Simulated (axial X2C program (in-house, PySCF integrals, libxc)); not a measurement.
**A two-component session on As₂⁺: properties at the nuclei**

Aim: properties at the nuclei of As₂⁺, with spin–orbit coupling in the Hamiltonian from the start.

Computed with an in-house X2C program for linear molecules on PySCF integrals. Level: two-component X2C with atomic mean-field terms, As dyall-cv3z.

All values are calculated.

## Step 1: Set-up

Input file task.json:

```json
{"zs": [33, 33], "q": 1, "bas": ["dyall-cv3z", "dyall-cv3z"], "r0": 2.42, "levels": ["PBE0", "HF", "PBE", "B3LYP", "BP86"], "nst": 3}
```

Keys: zs atomic numbers; q charge; bas basis sets; r0 starting distance in Å; levels methods (HF also brings MP2); nst determinants followed.

Command:

```bash
$ python soeom.py task.json out
```

The runs that follow: Expectation values, lowest determinant; Expectation values, a higher determinant; Expectation values, a higher determinant.

What does the calculation give? Wanted: lowest determinant; A∥/gI As; qzz As; higher determinant (for each run or level that gives them).

**Answer**, as computed:

| quantity | value |
| --- | --- |
| lowest determinant | Ω = 3/2 (excess of +ω over −ω: ω = 3/2) |
| A∥/gI As (MHz), PBE0 | 180 |
| qzz As (a.u.), PBE0 | -4.35 |
| higher determinant | Ω = 1/2 (excess of +ω over −ω: ω = 1/2) |
| A∥/gI As (MHz), PBE0, higher determinant | 1090 |
| qzz As (a.u.), PBE0, higher determinant | -4.44 |
| higher determinant | Ω = 1/2 (excess of +ω over −ω: 2 × ω = -1/2, ω = 3/2) |
| A∥/gI As (MHz), PBE0, higher determinant | -1780 |
| qzz As (a.u.), PBE0, higher determinant | -3.79 |

In words: The expectation values come from single determinants, which for open shells can mix terms of unlike spin or miss the lowest Ω, so a determinant need not be a state. A∥ is the parallel hyperfine constant, which follows by multiplying with the nuclear g factor gI = μI/(I μN); qzz is the electric field gradient, eQq0 = 234.96 MHz × Q/barn × qzz. The operators were transformed with the bare-nucleus X2C matrices.
